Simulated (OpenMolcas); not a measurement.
# Cu³⁺: CASSCF and CASPT2 terms and fine-structure levels, part 2 of 2

Which level of Cu³⁺ lies lowest, and where do the others fall? The reference wave functions come first, then spin-orbit coupling, then second-order correlation under several settings.

OpenMolcas 26.06; ANO-R2, X2C, active space 8 electrons in 5 orbitals (3d), orbitals: per spin and parity. The steps go on from the part before.

### Step 7. CASPT2: IPEA 0.25, imaginary shift 0.1 (closed shells correlated: 3s 3p)

a.inp

```
>>> COPY JOB001 $Project.JobIph
&CASPT2
Multistate=10 1 2 3 4 5 6 7 8 9 10
Frozen=2 3
IPEA=0.25
Imaginary=0.1
MaxIter=60
WThr=0.0 0.3 0.05
PrWF=0.5
NoMix
>>> COPY JOB002 $Project.JobIph
&CASPT2
Multistate=15 1 2 3 4 5 6 7 8 9 10 11 12 13 14 15
Frozen=2 3
IPEA=0.25
Imaginary=0.1
MaxIter=60
WThr=0.0 0.3 0.05
PrWF=0.5
NoMix
```

Run with:

```
OMP_NUM_THREADS=1 MOLCAS_MEM=2252 MOLCAS_PROJECT=a pymolcas a.inp > a.log
```

Standard output, cut to the lines that bear on the results:

```text
[...]
      Active orbitals                            5   0
[...]
      E2 (Variational):          -0.6083015759
      Total energy:           -1651.6638816932
[...]
::    CASPT2 Root  1     Total energy:  -1651.66388169
::    CASPT2 Root  2     Total energy:  -1651.66121371
[...]
::    MS-CASPT2 Root 12     Total energy:  -1651.54527036
::    MS-CASPT2 Root 13     Total energy:  -1651.54461036
::    MS-CASPT2 Root 14     Total energy:  -1651.54341458
::    MS-CASPT2 Root 15     Total energy:  -1651.38829120
```

This run took 3.4 s in all on 1 thread of AMD EPYC 9R45 (Zen 5), shared host.

SS-CASPT2: lowest energy less the reference's lowest, -0.6069 hartree; reference weights 0.943 to 0.951. These are the single-state energies of the run (the lines without MS-).

The roots that group into whole terms:

```csv
configuration,term,E (cm⁻¹),spread (cm-1)
3d⁸,³F,0.0,726
3d⁸,¹D,14590,13
3d⁸,³P,18420,0
3d⁸,¹G,25590,711
3d⁸,¹S,60170,0
```

Fine-structure levels, from the RASSI matrix with the averaged CASPT2 term energies on its diagonal:

```csv
Configuration,Term,J,E (cm⁻¹),g,Leading %,Second
3d⁸,³F,4,0.0,1.250,100,
3d⁸,³F,3,1841,1.084,100,
3d⁸,³F,2,3050,0.670,99,
3d⁸,¹D,2,15670,1.052,88,11 ³P
3d⁸,³P,2,19820,1.445,89,11 ¹D
3d⁸,³P,1,20260,1.501,100,
3d⁸,³P,0,20600,,100,
3d⁸,¹G,4,27010,1.000,100,
3d⁸,¹S,0,61680,,100,
```

### Step 8. A CASPT2 run with a fault

a.inp: that of step 7 with these lines changed.

```diff
@@ -5,3 +5,3 @@
 IPEA=0.25
-Imaginary=0.1
+Shift=5.0
 MaxIter=60
@@ -15,3 +15,3 @@
 IPEA=0.25
-Imaginary=0.1
+Shift=5.0
 MaxIter=60
```

Standard output, cut to the lines that bear on the results:

```text
[...]
      Active orbitals                            5   0
[...]
      E2 (Variational):          -0.5525602662
      Total energy:           -1651.6081403835
[...]
::    CASPT2 Root  1     Total energy:  -1651.60814038
::    CASPT2 Root  2     Total energy:  -1651.60632008
[...]
::    MS-CASPT2 Root 12     Total energy:  -1651.48822633
::    MS-CASPT2 Root 13     Total energy:  -1651.48755324
::    MS-CASPT2 Root 14     Total energy:  -1651.48689378
::    MS-CASPT2 Root 15     Total energy:  -1651.32280909
```

Time for this run: 3.2 s (1 thread of AMD EPYC 9R45 (Zen 5), shared host).

What is wrong: The level shift is far too large and damps the second-order energy.

Its levels beside those of the sound run (SS-CASPT2, IPEA 0.25, imaginary shift 0.1 (closed shells correlated: 3s 3p)), in cm⁻¹:

```
  level  this run  sound run
3d⁸ ³F₄       0.0        0.0
3d⁸ ³F₃      1840       1841
3d⁸ ³F₂      3055       3046
3d⁸ ¹D₂     16504      15672
3d⁸ ³P₂     20521      19821
3d⁸ ³P₁     20944      20265
3d⁸ ³P₀     21282      20598
3d⁸ ¹G₄     27471      27009
3d⁸ ¹S₀     63914      61680
```

The levels move by 700 cm⁻¹ on average and by 2200 cm⁻¹ at most. They are not used below.

### Step 9. The methods side by side

A. CASSCF
B. SS-CASPT2, IPEA 0.25, imaginary shift 0.1 (closed shells correlated: 3s 3p)

Energies in cm⁻¹ above each method's lowest level; measured values from Sugar and Musgrove, J. Phys. Chem. Ref. Data 19, 527 (1990).

```
  level      A      B  measured
3d⁸ ³F₄    0.0    0.0       0.0
3d⁸ ³F₃   1837   1841      1861
3d⁸ ³F₂   3078   3050      3078
3d⁸ ¹D₂  19612  15670     16248
3d⁸ ³P₂  23793  19820     19697
3d⁸ ³P₁  24240  20260     20097
3d⁸ ³P₀  24591  20600     20423
3d⁸ ¹G₄  30406  27010     26913
3d⁸ ¹S₀  73052  61680     61456
```

Mean absolute deviation from the 8 measured excited levels that all methods hold: A 3900 cm⁻¹, B 180 cm⁻¹.

### Step 10. Outcome

The summary covers parts 1 to 2.

```
                                                                                   quantity                                                                        value
                                                                                     method  SS-CASPT2, IPEA 0.25, imaginary shift 0.1 (closed shells correlated: 3s 3p)
                                                                               lowest level                                       3d⁸ ³F₄, 100 % of that term, g = 1.250
                                                                ground level listed by NIST                                                                          3F4
                                                                        first excited level                                                         3d⁸ ³F₃ at 1841 cm⁻¹
                                                               lowest level of another term                                                        3d⁸ ¹D₂ at 15670 cm⁻¹
                                                    spin-orbit lowering of the lowest level                                                                    1388 cm⁻¹
strongest of the lines computed, by gA (one parity, so forbidden lines), at CASSCF energies                                3d⁸ ¹S₀ → 3d⁸ ¹D₂, 187.1 nm, A = 3.99e+01 s⁻¹
```

Cost and accuracy by method:

```csv
method,time of its own steps,time with the reference,mean absolute difference from the measured levels (cm-1)
A. CASSCF,4.5 s,4.5 s,3900
"B. SS-CASPT2, IPEA 0.25, imaginary shift 0.1, +3s 3p",3.4 s,7.9 s,180
```

Times are of one thread on a shared host.

**Reading.** The multiplet ³F is inverted; its intervals divided by the larger J differ by 14 % of their mean, where Landé's rule for pure LS coupling makes them equal. Second-order correlation (method B) scales the levels of the lowest configuration above 5000 cm⁻¹ by 0.80 to 0.89. Method B lies closest to the measured levels (180 cm⁻¹ on average) and A farthest (3900). Only the configurations of the active space and the roots asked for are present. CASPT2 does not keep the components of a term degenerate, and the means are used. Levels of other configurations are missing from the list.
